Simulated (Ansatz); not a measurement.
**CH5AlO2: basis-set convergence**

Aim: see how fast density functionals converge with the basis set for CH5AlO2.

The runs use Ansatz 0.2.0, Gaussian basis; one geometry, several basis sets.

Levels to be run: PBE0-D4/def2-SVP; ωB97M-V/def2-SVP; PBE0-D4/def2-QZVPP; ωB97M-V/def2-QZVPP; the functionals' def2-TZVPP values are taken from earlier runs.

### 1 Structure used throughout

An earlier PBE0-D4 in a triple-zeta def2 set relaxation fixed the geometry.

9 atoms, charge 0, spin multiplicity 1.

Atoms are counted from 1 here; the program's logs count them from 0.

Bond lengths: C1–Al2 1.933 Å, C1–H5 1.094 Å, C1–H6 1.092 Å, C1–H7 1.093 Å, Al2–O3 1.698 Å, Al2–O4 1.698 Å, O3–H8 0.954 Å, O4–H9 0.955 Å. Angles: Al2–C1–H5 110.9°, Al2–C1–H6 111.7°, Al2–C1–H7 111.0°, H5–C1–H6 108.1°, H5–C1–H7 106.7°, H6–C1–H7 108.3°, C1–Al2–O3 118.6°, C1–Al2–O4 119.1°, O3–Al2–O4 122.3°, Al2–O3–H8 125.6°, Al2–O4–H9 125.4°.

Geometry (Å):

```xyz
9

C    -0.0485    1.0869   -1.0532
Al    0.0227   -0.2998    0.2921
O     1.0274   -1.6416    0.0237
O    -0.9186   -0.1367    1.6956
H    -0.4493    0.6978   -1.9936
H    -0.6763    1.9225   -0.7378
H     0.9509    1.4724   -1.2728
H     1.1356   -2.3823    0.6159
H    -0.9553   -0.7654    2.4129
```

### 2 PBE0-D4 in def2-SVP

Input file in.yaml:

```yaml
crystal:
  periodic: [false, false, false]
  atoms:
    - {symbol: C, position_ang: [-0.048532, 1.086897, -1.053153]}
    - {symbol: Al, position_ang: [0.022737, -0.299849, 0.292109]}
    - {symbol: O, position_ang: [1.027406, -1.641608, 0.023725]}
    - {symbol: O, position_ang: [-0.918634, -0.136706, 1.695555]}
    - {symbol: H, position_ang: [-0.449279, 0.697827, -1.993619]}
    - {symbol: H, position_ang: [-0.676326, 1.922521, -0.737759]}
    - {symbol: H, position_ang: [0.950901, 1.472359, -1.272774]}
    - {symbol: H, position_ang: [1.135639, -2.382262, 0.615903]}
    - {symbol: H, position_ang: [-0.955312, -0.765378, 2.412915]}
basis:
  gaussian: {orbitals: def2-SVP}
hamiltonian: {xc: pbe0, dispersion: d4}
output: {orbitals: {seedname: orbitals}}
```

Started as:

```console
> ansatz run in.yaml --threads 4 --pin off --events-out ev --progress --plain --max-ram 10444MiB
```

After this run come: ωB97M-V in def2-SVP; PBE0-D4 in def2-QZVPP; ωB97M-V in def2-QZVPP.

Before running them: what should the planned runs give, taken together? Wanted: PBE0-D4: double and triple zeta above quadruple; ωB97M-V: double and triple zeta above quadruple.

The runs gave:

| quantity | value |
| --- | --- |
| PBE0-D4: double and triple zeta above quadruple | 9.49, 0.54 eV |
| ωB97M-V: double and triple zeta above quadruple | 9.65, 0.52 eV |

**Reading.** For PBE0-D4 the step from double to triple zeta gains 8.95 eV and the next only 0.54 eV. Total energies overstate the basis error of differences, where much of it tends to cancel. The LUMO of ωB97M-V is positive and keeps falling with the basis (1.75 to 0.73 eV): an unbound level that the basis holds in place.
